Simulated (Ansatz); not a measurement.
# CH6OSSi2: the cost of one run

Program: Ansatz 0.2.0. Level of theory: RKS PBE-D4/def2-SVP. These are calculated values, not measurements.

## Step 1: The structure to begin with

Bond lengths: S1–C2 1.776 Å, C2–O3 1.465 Å, O3–Si4 1.623 Å, C2–Si5 1.928 Å, Si4–Si5 2.158 Å, S1–H6 1.353 Å, C2–H7 1.127 Å, Si4–H8 1.467 Å, Si4–H9 1.554 Å, Si5–H10 1.486 Å, Si5–H11 1.469 Å. Angles (14 of 20 angles, heavy atoms first): S1–C2–O3 111.9°, S1–C2–Si5 115.3°, O3–C2–Si5 98.8°, C2–O3–Si4 101.3°, O3–Si4–Si5 85.4°, C2–Si5–Si4 71.3°, S1–C2–H7 110.3°, O3–C2–H7 110.4°, Si5–C2–H7 109.6°, C2–S1–H6 100.3°, O3–Si4–H8 112.9°, O3–Si4–H9 106.0°, Si5–Si4–H8 119.1°, Si5–Si4–H9 117.6°.

As a file:

```xyz
11

S    -0.7056    2.1520   -0.0786
C     0.4331    0.8206    0.2136
O    -0.0150   -0.0525    1.3010
Si   -0.5183   -1.3564    0.4761
Si    0.5436   -0.4940   -1.1928
H    -0.7648    2.6945    1.1597
H     1.4611    1.2273    0.4339
H    -0.0379   -2.6174    1.0514
H    -2.0706   -1.2782    0.4590
H     1.9276   -0.9999   -1.3823
H    -0.1878   -0.1530   -2.4206
```

## Step 2: End point A

Input file input.yaml:

```yaml
crystal:
  periodic: [false, false, false]
  atoms:
    - { symbol: S, position_ang: [-0.7056, 2.152, -0.0786] }
    - { symbol: C, position_ang: [0.4331, 0.8206, 0.2136] }
    - { symbol: O, position_ang: [-0.015, -0.0525, 1.301] }
    - { symbol: Si, position_ang: [-0.5183, -1.3564, 0.4761] }
    - { symbol: Si, position_ang: [0.5436, -0.494, -1.1928] }
    - { symbol: H, position_ang: [-0.7648, 2.6945, 1.1597] }
    - { symbol: H, position_ang: [1.4611, 1.2273, 0.4339] }
    - { symbol: H, position_ang: [-0.0379, -2.6174, 1.0514] }
    - { symbol: H, position_ang: [-2.0706, -1.2782, 0.459] }
    - { symbol: H, position_ang: [1.9276, -0.9999, -1.3823] }
    - { symbol: H, position_ang: [-0.1878, -0.153, -2.4206] }
basis:
  gaussian: { orbitals: def2-SVP }
hamiltonian:
  xc: pbe
  dispersion: d4
relax:
  f_tol: 0.02
  max_steps: 50
output:
  orbitals: {}
```

Command:

```console
$ ansatz run input.yaml --threads 2 --pin off --max-ram 3072MiB --backend cpu --events-out ev --progress --plain --runs-dir out
```

**Question.** How long does this run take on 2 threads of Arm Neoverse V1, shared host, and how much memory does it need?

About 23 s, with a peak of 0.15 GiB.
